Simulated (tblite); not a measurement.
# C7H9NOSi: the cost of one run

The runs use tblite 0.8.0 and PySCF 2.14.0, with density-fitted response routines of our own; the level of theory stands in each step. All values are computed, except where a source is named. Atoms count from 0, in the outputs and in this text.

### 1 Starting geometry

19 atoms, charge 0, multiplicity 1; geometry from: force field or distance geometry start.

Bonds of the start (Å): C0–C1 1.34, C1–O2 1.40, O2–Si3 1.65, C1–C4 1.49, C4–C5 1.40, C5–C6 1.39, C6–C7 1.39, C7–C8 1.38, C8–N9 1.34, N9–C4 1.36, C0–H10 1.09, C0–H11 1.07, Si3–H12 1.47, Si3–H13 1.49, Si3–H14 1.49, C5–H15 1.08, C6–H16 1.08, C7–H17 1.09, C8–H18 1.10.

### 2 Optimising the geometry with GFN2-xTB

The job: settings as JSON, then the geometry in Å.

```
{"job": {"kind": "relax", "xc": "GFN2-xTB", "basis": "xTB"}, "charge": 0, "multiplicity": 1}
C      1.042700     2.270400     0.255100
C      0.873600     1.020600    -0.199000
O      1.924700     0.356900    -0.836300
Si     2.982500    -0.536400     0.065500
C     -0.425200     0.302600    -0.096300
C     -0.750200    -0.728200    -0.987300
C     -1.973600    -1.368400    -0.860800
C     -2.844300    -0.967200     0.147000
C     -2.455300     0.058500     0.976800
N     -1.280200     0.703100     0.879400
H      0.216700     2.807400     0.732400
H      1.973500     2.792700     0.146900
H      3.991700    -1.148800    -0.815800
H      2.265700    -1.643000     0.763100
H      3.677600     0.326200     1.065100
H     -0.061500    -1.024000    -1.758200
H     -2.242300    -2.172600    -1.532400
H     -3.815800    -1.457000     0.269100
H     -3.110000     0.416500     1.778400
```

The run is started by

```sh
$ OMP_NUM_THREADS=1 python probes_run.py task.json out
```

One launch serves the whole session: the jobs run in the order shown.

**Question.** How long does this first job take on 1 thread of Intel Xeon at 2.50GHz, shared host, and how much memory does it need?

About 3.5 s, with a peak of 0.18 GiB.
